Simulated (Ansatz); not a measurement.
# TiSi2: the cost of one run

Computed with Ansatz 0.2.0 (DFT PBE, scalar-relativistic, plane waves, PAW, unless a step's input says otherwise).

2 further runs of the same task are left out: 1 that didn't finish, 1 set aside as unsound or not needed.

## 1. Starting point

Symmetry: Cmcm, No. 63, orthorhombic system. Conventional cell: a = 3.548 Å, b = 13.558 Å, c = 3.579 Å, α = 90.00°, β = 90.00°, γ = 90.00°. Around Ti (site symmetry m2m) lie 10 Si at 2.59 to 2.83 Å. Si (site symmetry m2m) has 2 Si at 2.40 Å and 6 Ti at 2.59 to 2.83 Å as nearest neighbours. Si (site symmetry m2m) has 4 Si at 2.52 Å and 4 Ti at 2.67 Å as nearest neighbours.

As a file:

```cif
data_structure
_symmetry_space_group_name_H-M 'Cmcm'
_symmetry_Int_Tables_number 63
_cell_length_a 3.5484
_cell_length_b 13.5580
_cell_length_c 3.5786
_cell_angle_alpha 90.000
_cell_angle_beta 90.000
_cell_angle_gamma 90.000
_cell_volume 172.17
loop_
_atom_site_label
_atom_site_type_symbol
_atom_site_symmetry_multiplicity
_atom_site_Wyckoff_symbol
_atom_site_fract_x
_atom_site_fract_y
_atom_site_fract_z
_atom_site_occupancy
Ti1 Ti 4 c 0.50000 0.60312 0.75000 1
Si1 Si 4 c 0.50000 0.94077 0.75000 1
Si2 Si 4 c 0.00000 0.75023 0.75000 1
```

It is the end of an earlier relaxation with the same method, from a generated guess; it is a trial structure. At a tolerance of 0.05 Å it has space group Cmcm (No. 63); it has 14.35 Å³/atom, an uncorrected energy of -0.57 eV/atom over the elements.

## 2. Bands, states and charges

Contents of input.yaml:

```yaml
crystal:
  lattice:
    - [1.774222473, -6.779001819, 0.0]
    - [1.774222473, 6.779001819, 0.0]
    - [0.0, 0.0, 3.5785891358]
  atoms:
    - { symbol: Ti, position: [0.8968760999, 0.1031239001, 0.75] }
    - { symbol: Ti, position: [0.1031239001, 0.8968760999, 0.25] }
    - { symbol: Si, position: [0.5592313084, 0.4407686916, 0.75] }
    - { symbol: Si, position: [0.4407686916, 0.5592313084, 0.25] }
    - { symbol: Si, position: [0.2497728347, 0.7502271653, 0.75] }
    - { symbol: Si, position: [0.7502271653, 0.2497728347, 0.25] }
basis:
  ecutwfc: 420
kpoints:
  mp_grid: { grid: [12, 12, 10] }
  band_path:
    path:
      - [[0.0, 0.0, 0.0], [-0.5, 0.5, 0.0], [-0.26712477, 0.73287523, 0.0]]
      - [[0.26712477, 0.26712477, 0.0], [0.0, 0.0, 0.0], [0.0, 0.0, 0.5], [0.26712477, 0.26712477, 0.5]]
      - [[-0.26712477, 0.73287523, 0.5], [-0.5, 0.5, 0.5], [-0.5, 0.5, 0.0]]
      - [[0.0, 0.0, 0.0], [0.0, 0.5, 0.0], [0.0, 0.5, 0.5], [0.0, 0.0, 0.5], [-0.5, 0.5, 0.5]]
    npoints: 14
hamiltonian:
  xc: pbe
scf:
  occupations: { method: gaussian, width: 0.1 }
  n_extra_bands: 15
output:
  forces: true
  stress: true
  eigenvalues: true
  populations: true
  dos: { projected: true, de: 0.02, nscf_kmesh: { grid: [15, 15, 12] } }
  bader: true
  write_density: true
  write_potential: true
  elf: true
  volumetric_format: npy
```

Started as:

```sh
> ansatz run input.yaml --threads 1 --pin off --max-ram 2560MiB --backend cpu --events-out ev --progress --plain --runs-dir out
```

Q: Estimate wall time and peak memory on 1 thread of Arm Neoverse V2, shared host.

About 2.4 min, with a peak of 1.1 GiB.
